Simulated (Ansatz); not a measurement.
# CF3 (trifluoromethyl radical) at UPBE-QIDH/def2-SVPD

Aim: the electronic atomisation energy of CF3 (trifluoromethyl radical) at UPBE-QIDH/def2-SVPD, from 3 runs. 

The calculation is run with Ansatz 0.2.0.

32 further runs of the same task are left out: 32 set aside as unsound or not needed.

**1. The system as given**

CF3 has 4 atoms, charge 0, and is taken as a doublet. SMILES: `F[C](F)F`. The coordinates come from a PBE0-D4/def2-TZVP relaxation.

Bond lengths: F1–C2 1.313 Å, C2–F3 1.313 Å, C2–F4 1.313 Å. Angles: F1–C2–F3 111.4°, F1–C2–F4 111.4°, F3–C2–F4 111.4°.

**2. A single-point energy at UPBE-QIDH/def2-SVPD**

run.yaml

```yaml
crystal:
  periodic: [false, false, false]
  atoms:
    - symbol: F
      position_ang: [-1.227500, 0.024900, 0.265400]
    - symbol: C
      position_ang: [-0.039500, -0.059500, -0.286700]
    - symbol: F
      position_ang: [0.658900, -1.044900, 0.227300]
    - symbol: F
      position_ang: [0.608100, 1.079500, -0.205900]
basis:
  gaussian: {orbitals: def2-SVPD}
magnetization: {spin_polarized: true, initial_magnetization: 1}
hamiltonian: {xc: {name: PBE-QIDH}}
correlation: {frozen_orbitals: {C: 1, F: 1}}
accuracy: high
output: {orbitals: {seedname: orbitals}}
```

Started as:

```console
ansatz run run.yaml --threads 1 --pin off --max-ram 3480MiB --events-out events.jsonl --progress --plain --runs-dir runs
```

The program printed:

```text
Warning: RAYON_NUM_THREADS=1 ignored (pool sized by the plan → 1); use --threads N
Functional definition: PBE-QIDH
  name "PBE-QIDH"
  parameter a = 3^(-1/3)
  parameter c = 1/3
  exchange = (1 - a)*pbe_x + a*exact_x
  correlation = (1 - c)*pbe_c + c*(mp2_os + mp2_ss)
1772 factors; integrals over basis functions are off by at most 3.1e-9 eV
mean field evaluation 1: about -9157.6601 eV, gradient 2.6e1 eV
mean field evaluation 2: about -9157.7120 eV, gradient 2.6e1 eV
mean field evaluation 4: about -9160.0988 eV, gradient 2.2e0 eV
mean field evaluation 8: about -9160.1471 eV, gradient 8.7e-2 eV
mean field evaluation 16: about -9160.1472 eV, gradient 4.0e-5 eV
mean field -9160.14721060 eV, -336.6292010187 hartree, gradient 4.7e-8 eV, S^2 0.753005; 0 other end points of the search recorded, 0 dependent functions left out
4 core orbitals not correlated: weight in the atoms' cores, before any rotation towards them, 1.000 or more for the frozen orbitals, at most 0.000 for the correlated occupied ones
reference -9160.14721157 eV, -336.6292010543 hartree; 13, 12 occupied and 72, 73 virtual orbitals, 1772 factors
second order -20.94828662 eV of doubles, -0.00000000 eV of singles
Total energy: -9167.12997377 eV, -336.8858128323 hartree
```

It took 8.7 s on 1 thread of Arm Neoverse V1, shared host; peak memory 0.32 GiB.

**3. The C atom, same level**

run.yaml

```yaml
crystal:
  periodic: [false, false, false]
  atoms:
    - {symbol: C, position_ang: [0.000000, 0.000000, 0.000000]}
basis:
  gaussian: {orbitals: def2-SVPD}
magnetization: {spin_polarized: true, initial_magnetization: 2}
hamiltonian: {xc: {name: PBE-QIDH}}
correlation: {frozen_orbitals: {C: 1}}
accuracy: high
```

Started as:

```console
ansatz run run.yaml --threads 1 --pin off --max-ram 3480MiB --events-out events.jsonl --progress --plain --runs-dir runs
```

The program printed, cut to the lines that bear on the results:

```text
Warning: RAYON_NUM_THREADS=1 ignored (pool sized by the plan → 1); use --threads N
[... 2 set-up lines as earlier in the session ...]
[...]
163 factors; integrals over basis functions are off by at most 3.2e-9 eV
[...]
mean field -1026.69279802 eV, -37.7302644098 hartree, gradient 1.8e-8 eV, S^2 2.006346; 0 other end points of the search recorded, 0 dependent functions left out
1 core orbitals not correlated: weight in the atoms' cores, before any rotation towards them, 1.000 or more for the frozen orbitals, at most 0.000 for the correlated occupied ones
reference -1026.69279861 eV, -37.7302644317 hartree; 3, 1 occupied and 16, 18 virtual orbitals, 163 factors
second order -1.67499347 eV of doubles, -0.00000000 eV of singles
Total energy: -1027.25112977 eV, -37.7507827232 hartree
```

It took 0.36 s on 1 thread of Arm Neoverse V1, shared host.

**4. The F atom**

molecule.yaml

```yaml
crystal:
  periodic: [false, false, false]
  atoms:
    - {symbol: F, position_ang: [0.000000, 0.000000, 0.000000]}
basis:
  gaussian:
    orbitals: def2-SVPD
hamiltonian:
  xc: {name: PBE-QIDH}
magnetization:
  spin_polarized: true
  initial_magnetization: 1
accuracy: high
correlation:
  frozen_orbitals: {F: 1}
```

Run the same way, it converges to -99.52818 Eh (log not shown).

**5. Results**

At UPBE-QIDH/def2-SVPD, 4 core orbitals frozen:

```
                                                          quantity          value
                                            molecule: total energy  -336.88581 Eh
molecule: HOMO energy (SCF part's orbitals) (highest over α and β)      -11.29 eV
 molecule: LUMO energy (SCF part's orbitals) (lowest over α and β)       -0.01 eV
                                                    molecule: ⟨S²⟩          0.753
                                              C atom: total energy   -37.75078 Eh
                                                      C atom: ⟨S²⟩          2.006
                                              F atom: total energy   -99.52818 Eh
                                                      F atom: ⟨S²⟩          0.753
                                     electronic atomisation energy      14.979 eV
```

**Reading.** Taking the molecule apart into free atoms costs 14.98 eV (1445 kJ/mol), before zero-point energy and without spin-orbit coupling.
